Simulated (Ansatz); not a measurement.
# SiN2H4ClF (SMILES N[Si](N)(F)Cl): BLYP/6-31G(d) (spherical functions)

What is the energy change on altering one bond length of SiN2H4ClF at BLYP/6-31G* (spherical functions)? 

The calculation is run with Ansatz 0.2.0.

117 further runs of the same task are left out: 117 set aside as unsound or not needed.

## (1) The structure to begin with

The species is SiN2H4ClF (9 atoms), meant as a singlet with charge 0. As SMILES, `N[Si](N)(F)Cl`. Geometry: relaxed at PBE0-D4/def2-TZVP. This is one conformer, not always the lowest.

Bond lengths: N1–Si2 1.688 Å, Si2–N3 1.684 Å, Si2–F4 1.593 Å, Si2–Cl5 2.053 Å, N1–H6 1.006 Å, N1–H7 1.007 Å, N3–H8 1.006 Å, N3–H9 1.005 Å. Some angles: N1–Si2–N3 109.6°, N1–Si2–F4 104.5°, N1–Si2–Cl5 117.1°, N3–Si2–F4 116.4°, N3–Si2–Cl5 105.5°, F4–Si2–Cl5 104.2°, Si2–N1–H6 120.4°, Si2–N1–H7 120.4°, Si2–N3–H8 121.2°, Si2–N3–H9 121.8°.

## (2) The energy at BLYP/6-31G(d) (spherical functions)

molecule.yaml

```yaml
crystal:
  periodic: [false, false, false]
  atoms:
    - {symbol: N, position_ang: [-1.103400, 0.512600, -0.802400]}
    - {symbol: Si, position_ang: [0.413700, -0.007900, -0.276100]}
    - {symbol: N, position_ang: [0.278200, -0.677900, 1.262900]}
    - {symbol: F, position_ang: [0.921700, -0.982300, -1.429200]}
    - {symbol: Cl, position_ang: [1.890300, 1.411100, -0.127000]}
    - {symbol: H, position_ang: [-1.655800, 1.131700, -0.233100]}
    - {symbol: H, position_ang: [-1.287400, 0.634500, -1.784500]}
    - {symbol: H, position_ang: [-0.423900, -1.367700, 1.471900]}
    - {symbol: H, position_ang: [1.055000, -0.700400, 1.900500]}
basis:
  gaussian:
    orbitals: 6-31G_st_-spherical.json
hamiltonian:
  xc: {name: BLYP}
accuracy: high
output:
  orbitals: {seedname: orbitals}
```

The basis set 6-31G* is read from a file made from the Basis Set Exchange's data (not shown).

Run with:

```sh
ansatz run molecule.yaml --threads 1 --pin off --max-ram 2610MiB --events-out events.jsonl --progress --plain --runs-dir runs
```

The log of the run:

```text
Warning: RAYON_NUM_THREADS=1 ignored (pool sized by the plan → 1); use --threads N
Functional definition: BLYP
  name "BLYP"
  parameter beta = 0.0042
  parameter a = 0.04918
  parameter b = 0.132
  parameter c = 0.2533
  parameter d = 0.349
  exchange = b88_x(beta = beta)
  correlation = lyp_c(a = a, b = b, c = c, d = d)
1945 factors; integrals over basis functions are off by at most 3.6e-9 eV
mean field evaluation 1: about -26148.1420 eV, gradient 9.1e1 eV
mean field evaluation 2: about -26108.7391 eV, gradient 1.5e2 eV
mean field evaluation 4: about -26163.8569 eV, gradient 1.2e1 eV
mean field evaluation 8: about -26164.0763 eV, gradient 6.3e-1 eV
mean field evaluation 16: about -26164.0772 eV, gradient 4.8e-5 eV
mean field -26164.07718086 eV, -961.5121017480 hartree, gradient 2.2e-8 eV, S^2 0.000000; 0 other end points of the search recorded, 0 dependent functions left out
reference -26164.07723394 eV, -961.5121036988 hartree; 29, 29 occupied and 57, 57 virtual orbitals, 1945 factors
Total energy: -26164.07723394 eV, -961.5121036988 hartree
```

Run time: 8.7 s. Hardware: 1 thread of Arm Neoverse V2, shared host; peak memory 0.22 GiB.

## (3) The distorted shape, same level

input.yaml

```yaml
crystal:
  periodic: [false, false, false]
  atoms:
    - {symbol: "N", position_ang: [-0.998110, 0.616045, -0.833742]}
    - {symbol: Si, position_ang: [0.518990, 0.095545, -0.307442]}
    - {symbol: N, position_ang: [0.383490, -0.574455, 1.231558]}
    - {symbol: F, position_ang: [1.026990, -0.878855, -1.460542]}
    - {symbol: Cl, position_ang: [1.995590, 1.514545, -0.158342]}
    - {symbol: H, position_ang: [-1.550510, 1.235145, -0.264442]}
    - {symbol: H, position_ang: [-1.182110, 0.737945, -1.815842]}
    - {symbol: H, position_ang: [-0.423900, -1.367700, 1.471900]}
    - {symbol: H, position_ang: [1.160290, -0.596955, 1.869158]}
basis:
  gaussian: {orbitals: 6-31G_st_-spherical.json}
accuracy: high
hamiltonian: {xc: {name: BLYP}}
output: {orbitals: {seedname: orbitals}}
```

The basis set 6-31G* is read from a file made from the Basis Set Exchange's data (not shown).

Run with:

```sh
ansatz run input.yaml --threads 1 --pin off --max-ram 2610MiB --events-out events.jsonl --progress --plain --runs-dir runs
```

The log of the run:

```text
Warning: RAYON_NUM_THREADS=1 ignored (pool sized by the plan → 1); use --threads N
Functional definition: BLYP
  name "BLYP"
  parameter beta = 0.0042
  parameter a = 0.04918
  parameter b = 0.132
  parameter c = 0.2533
  parameter d = 0.349
  exchange = b88_x(beta = beta)
  correlation = lyp_c(a = a, b = b, c = c, d = d)
1947 factors; integrals over basis functions are off by at most 8.1e-9 eV
mean field evaluation 1: about -26147.9474 eV, gradient 9.1e1 eV
mean field evaluation 2: about -26106.9077 eV, gradient 1.5e2 eV
mean field evaluation 4: about -26163.5315 eV, gradient 1.2e1 eV
mean field evaluation 8: about -26163.7736 eV, gradient 6.5e-1 eV
mean field evaluation 16: about -26163.7745 eV, gradient 2.0e-5 eV
mean field -26163.77452680 eV, -961.5009794167 hartree, gradient 6.0e-8 eV, S^2 0.000000; 0 other end points of the search recorded, 0 dependent functions left out
reference -26163.77457968 eV, -961.5009813599 hartree; 29, 29 occupied and 57, 57 virtual orbitals, 1947 factors
Total energy: -26163.77457968 eV, -961.5009813599 hartree
```

It took 8.4 s on 1 thread of Arm Neoverse V2, shared host; peak memory 0.23 GiB.

## (4) Outcome

Level: BLYP/6-31G* (spherical functions).

| quantity | value |
| --- | --- |
| first shape: total energy | -961.51210 Eh |
| first shape: HOMO energy | -6.06 eV |
| first shape: LUMO energy | 0.61 eV |
| first shape: HOMO–LUMO gap | 6.67 eV |
| distorted shape: total energy | -961.50098 Eh |
| distorted shape: HOMO energy | -6.03 eV |
| distorted shape: LUMO energy | 0.17 eV |
| distorted shape: HOMO–LUMO gap | 6.20 eV |
| energy change with the N3–H8 bond stretched from 1.006 to 1.157 Å | 0.303 eV |

What this shows: With the N3–H8 bond stretched from 1.006 to 1.157 Å the energy rises by 0.30 eV (7.0 kcal/mol). The first shape isn't relaxed at this level, so the change isn't measured from a minimum.
